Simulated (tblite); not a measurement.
# C5H8GeO2S: the cost of one run

Computed with tblite 0.8.0 and PySCF 2.14.0, with density-fitted response routines of our own, on a single molecule in the gas phase. Atoms count from 0, in the outputs and in this text.

## 1. The molecule as given

17 atoms, charge 0, multiplicity 1; geometry from: force field or distance geometry start.

Bonds of the start (Å): O0–C1 1.25, C1–O2 1.39, O2–C3 1.39, C3–C4 1.31, C4–C5 1.50, C5–C6 1.51, C6–S7 1.83, S7–Ge8 2.24, Ge8–C4 1.94, C1–H9 1.10, C3–H10 1.09, C5–H11 1.10, C5–H12 1.11, C6–H13 1.12, C6–H14 1.11, Ge8–H15 1.52, Ge8–H16 1.54.

## 2. Geometry optimisation with GFN2-xTB

The job: settings as JSON, then the geometry in Å.

```
{"job": {"kind": "relax", "xc": "GFN2-xTB", "basis": "xTB"}, "charge": 0, "multiplicity": 1}
O      2.319100     1.601900    -0.821600
C      2.856500     0.926500     0.079000
O      2.381400    -0.297300     0.535100
C      1.233200    -0.890700     0.027300
C      0.049900    -0.335300     0.099400
C     -1.277800    -0.843400    -0.394500
C     -2.166100    -0.996800     0.820800
S     -2.383900     0.669800     1.539200
Ge    -0.383000     1.402100     0.846600
H      3.766900     1.367400     0.514600
H      1.320900    -1.880300    -0.419200
H     -1.651700    -0.101400    -1.113300
H     -1.140700    -1.832000    -0.881300
H     -3.147500    -1.428900     0.484600
H     -1.688800    -1.631000     1.590000
H      0.533700     1.823300     1.983400
H     -0.628900     2.458000    -0.250500
```

The run is started by

```sh
OMP_NUM_THREADS=1 python probes_run.py task.json out
```

The driver reads the jobs from task.json and runs them one after another.

**Question.** How long does this first job take on 1 thread of Intel Xeon, shared host?

About 1.1 s.
